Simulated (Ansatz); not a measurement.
# CH4BNSi: basis-set convergence

One table from this session's results is given with a row withheld; the runs are named, their logs left out.

Computed with Ansatz 0.2.0, Gaussian basis. Level: one geometry, several basis sets.

Levels to be run: PBE0-D4/def2-SVP; ωB97M-V/def2-SVP; PBE0-D4/def2-QZVPP; ωB97M-V/def2-QZVPP; the functionals' def2-TZVPP values are taken from earlier runs.

1 further run of the same task is left out (it didn't finish).

## Structure used throughout

All runs share one geometry, relaxed beforehand with PBE0-D4 in a triple-zeta def2 set.

SMILES `B[SiH2]C#N`, 8 atoms, charge 0, spin multiplicity 1.

Atoms are counted from 1 here; the program's logs count them from 0.

Bond lengths: B1–Si2 2.008 Å, B1–H5 1.192 Å, B1–H6 1.195 Å, Si2–C3 1.852 Å, Si2–H7 1.486 Å, Si2–H8 1.486 Å, C3–N4 1.152 Å. Angles: Si2–B1–H5 123.0°, Si2–B1–H6 118.1°, H5–B1–H6 118.9°, B1–Si2–C3 112.5°, B1–Si2–H7 111.2°, B1–Si2–H8 111.1°, C3–Si2–H7 106.3°, C3–Si2–H8 106.3°, H7–Si2–H8 109.2°, Si2–C3–N4 178.5°.

The first run:

Input file in.yaml:

```yaml
crystal:
  periodic: [false, false, false]
  atoms:
    - {symbol: B, position_ang: [-1.134396, 0.898897, -0.415849]}
    - {symbol: Si, position_ang: [0.277090, -0.110728, 0.594101]}
    - {symbol: C, position_ang: [1.283863, -1.212796, -0.502754]}
    - {symbol: N, position_ang: [1.893968, -1.889178, -1.208158]}
    - {symbol: H, position_ang: [-1.293158, 0.789908, -1.591985]}
    - {symbol: H, position_ang: [-1.843422, 1.640371, 0.196191]}
    - {symbol: H, position_ang: [-0.328588, -0.991151, 1.626647]}
    - {symbol: H, position_ang: [1.236843, 0.817677, 1.246107]}
basis:
  gaussian: {orbitals: def2-SVP}
hamiltonian: {xc: pbe0, dispersion: d4}
output: {orbitals: {seedname: orbitals}}
```

On the command line:

```console
$ ansatz run in.yaml --threads 2 --pin off --events-out ev --progress --plain --max-ram 4352MiB
```

Steps of the session up to this table: PBE0-D4 in def2-SVP; ωB97M-V in def2-SVP; PBE0-D4 in def2-QZVPP; ωB97M-V in def2-QZVPP.

One table of the session follows, with a row left open; its other results are not shown here.

It belongs to the step «Functionals by basis». 

| functional | basis | HOMO (eV) | LUMO (eV) |
| --- | --- | --- | --- |
| PBE0-D4 | def2-SVP | -8.97 | -3.04 |
| PBE0-D4 | def2-TZVPP | -9.01 | -3.10 |
| PBE0-D4 | def2-QZVPP | -9.02 | -3.11 |
| ωB97M-V | def2-SVP | -11.09 | -0.95 |
| ωB97M-V | def2-TZVPP | ? | ? |
| ωB97M-V | def2-QZVPP | -11.18 | -1.14 |

Q: Estimate the row for ωB97M-V, def2-TZVPP from the others.

**Answer.** HOMO (eV): -11.17; LUMO (eV): -1.11. In the column «HOMO (eV)» it lies between ωB97M-V, def2-QZVPP (-11.18) and ωB97M-V, def2-SVP (-11.09).
